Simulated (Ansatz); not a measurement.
# BClH₅NOSi: one species, many methods

One table from this session's results is given with a row withheld; the runs are named, their logs left out.

Method: functionals in def2-TZVPP, the program's frozen cores in correlated methods; program: Ansatz 0.2.0, Gaussian basis.

Plan: PBE-D4, r2SCAN-D4, PBE0-D4, B3LYP-D4, ωB97X-V, ωB97M-V, B2PLYP; CCSD(T)/def2-TZVPP; MP2/def2-QZVPP; extrapolation to the limit.

### The relaxed structure

The geometry comes from an earlier relaxation with PBE0-D4 in a triple-zeta def2 set; it is a stationary point, not always the lowest conformer.

SMILES `NBO[SiH2]Cl`, 10 atoms, charge 0, spin multiplicity 1.

Atoms are counted from 1 here; the program's logs count them from 0.

Bond lengths: N1–B2 1.392 Å, N1–H6 1.003 Å, N1–H7 1.006 Å, B2–O3 1.378 Å, B2–H8 1.201 Å, O3–Si4 1.628 Å, Si4–Cl5 2.052 Å, Si4–H9 1.476 Å, Si4–H10 1.480 Å. Angles: B2–N1–H6 122.6°, B2–N1–H7 122.7°, H6–N1–H7 114.7°, N1–B2–O3 119.0°, N1–B2–H8 120.2°, O3–B2–H8 120.8°, B2–O3–Si4 130.9°, O3–Si4–Cl5 110.2°, O3–Si4–H9 107.9°, O3–Si4–H10 111.2°, Cl5–Si4–H9 107.6°, Cl5–Si4–H10 107.2°, H9–Si4–H10 112.6°.

Set-up of the first run:

in.yaml reads:

```yaml
crystal:
  periodic: [false, false, false]
  atoms:
    - {symbol: N, position_ang: [-0.678401, 1.376729, 1.521395]}
    - {symbol: B, position_ang: [-0.292685, 0.204568, 0.878289]}
    - {symbol: O, position_ang: [0.292450, 0.286739, -0.366853]}
    - {symbol: Si, position_ang: [0.746027, -0.877522, -1.410648]}
    - {symbol: Cl, position_ang: [-0.853864, -1.473094, -2.548842]}
    - {symbol: H, position_ang: [-1.104326, 1.380252, 2.429889]}
    - {symbol: H, position_ang: [-0.561848, 2.286517, 1.107790]}
    - {symbol: H, position_ang: [-0.461741, -0.858861, 1.409316]}
    - {symbol: H, position_ang: [1.754108, -0.302506, -2.322032]}
    - {symbol: H, position_ang: [1.243382, -2.073923, -0.695401]}
basis:
  gaussian: {orbitals: def2-TZVPP}
hamiltonian: {xc: pbe, dispersion: d4}
output: {forces: true, orbitals: {seedname: orbitals}}
```

Command:

```bash
$ ansatz run in.yaml --threads 4 --pin off --events-out ev --progress --plain --max-ram 10444MiB
```

Steps of the session up to this table: PBE-D4 (GGA); r2SCAN-D4 (meta-GGA); PBE0-D4 (hybrid); B3LYP-D4 (hybrid); ωB97X-V (range-separated); ωB97M-V (range-separated); B2PLYP (double hybrid); CCSD(T) in def2-TZVPP; MP2 in def2-QZVPP.

One table of the session follows, with a row left open; its other results are not shown here.

It belongs to the step «Atomisation energies». 

```
            method  atomisation energy (kJ/mol)
            PBE-D4                       3799.6
         r2SCAN-D4                       3766.3
           PBE0-D4                       3740.5
          B3LYP-D4                       3760.2
           ωB97X-V                       3775.3
           ωB97M-V                            ?
            B2PLYP                       3724.3
     HF/def2-TZVPP                       2785.7
    MP2/def2-TZVPP                       3727.2
   CCSD/def2-TZVPP                       3596.7
CCSD(T)/def2-TZVPP                       3648.0
           MP2/CBS                       3837.3
       CCSD(T)/CBS                       3758.1
```

**Question.** Estimate the row for ωB97M-V.

The run gave: atomisation energy (kJ/mol): 3782.1. In the column «atomisation energy (kJ/mol)» it lies between ωB97X-V (3775.3) and PBE-D4 (3799.6).
